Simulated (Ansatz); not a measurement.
# CH5AlF3N: how energies converge with the basis set

How large a basis does CH5AlF3N need? Two functionals are run in growing sets.

Program: Ansatz 0.2.0, Gaussian basis. Level of theory: one geometry, several basis sets. These are calculated values, not measurements.

The runs, in order: PBE0-D4/def2-SVP; ωB97M-V/def2-SVP; PBE0-D4/def2-QZVPP; ωB97M-V/def2-QZVPP; the functionals' def2-TZVPP values are taken from earlier runs.

**1. The relaxed structure**

An earlier PBE0-D4 in a triple-zeta def2 set relaxation fixed the geometry.

SMILES `C[NH2+][Al-]([F])([F])[F]`, 11 atoms, charge 0, spin multiplicity 1.

Atoms are counted from 1 here; the program's logs count them from 0.

Bond lengths: C1–N2 1.477 Å, C1–H7 1.091 Å, C1–H8 1.089 Å, C1–H9 1.089 Å, N2–Al3 1.983 Å, N2–H10 1.016 Å, N2–H11 1.016 Å, Al3–F4 1.659 Å, Al3–F5 1.657 Å, Al3–F6 1.659 Å. Angles: N2–C1–H7 111.7°, N2–C1–H8 108.5°, N2–C1–H9 108.5°, H7–C1–H8 109.8°, H7–C1–H9 109.8°, H8–C1–H9 108.5°, C1–N2–Al3 112.9°, C1–N2–H10 110.2°, C1–N2–H11 110.2°, Al3–N2–H10 108.6°, Al3–N2–H11 108.5°, H10–N2–H11 106.1°, N2–Al3–F4 100.6°, N2–Al3–F5 101.2°, N2–Al3–F6 100.6°, F4–Al3–F5 116.7°, F4–Al3–F6 116.2°, F5–Al3–F6 116.7°.

**2. PBE0-D4 in def2-SVP**

Input file in.yaml:

```yaml
crystal:
  periodic: [false, false, false]
  atoms:
    - {symbol: C, position_ang: [-0.016884, -1.100681, 0.845500]}
    - {symbol: N, position_ang: [0.633127, -0.270144, -0.188982]}
    - {symbol: Al, position_ang: [-0.451842, 1.307510, -0.706057]}
    - {symbol: F, position_ang: [-1.826442, 0.564361, -1.261876]}
    - {symbol: F, position_ang: [0.525883, 2.012281, -1.842875]}
    - {symbol: F, position_ang: [-0.577840, 2.084127, 0.753994]}
    - {symbol: H, position_ang: [0.595363, -1.962206, 1.114938]}
    - {symbol: H, position_ang: [-0.979254, -1.438035, 0.463929]}
    - {symbol: H, position_ang: [-0.191357, -0.483467, 1.725353]}
    - {symbol: H, position_ang: [1.539473, 0.053496, 0.138163]}
    - {symbol: H, position_ang: [0.815172, -0.824243, -1.021488]}
basis:
  gaussian: {orbitals: def2-SVP}
hamiltonian: {xc: pbe0, dispersion: d4}
output: {orbitals: {seedname: orbitals}}
```

Further steps of the session: ωB97M-V in def2-SVP; PBE0-D4 in def2-QZVPP; ωB97M-V in def2-QZVPP.

Q: Predict the results of all the runs planned. Wanted: PBE0-D4: double and triple zeta above quadruple; ωB97M-V: double and triple zeta above quadruple.

The runs gave:

```
                                       quantity           value
PBE0-D4: double and triple zeta above quadruple  16.62, 0.87 eV
ωB97M-V: double and triple zeta above quadruple  16.90, 0.82 eV
```

What this shows: PBE0-D4 gains 15.76 eV from double to triple zeta, then 0.87 eV more. Total energies overstate the basis error of differences, where much of it tends to cancel. The LUMO of ωB97M-V is positive and keeps falling with the basis (1.85 to 0.68 eV): an unbound level that the basis holds in place.
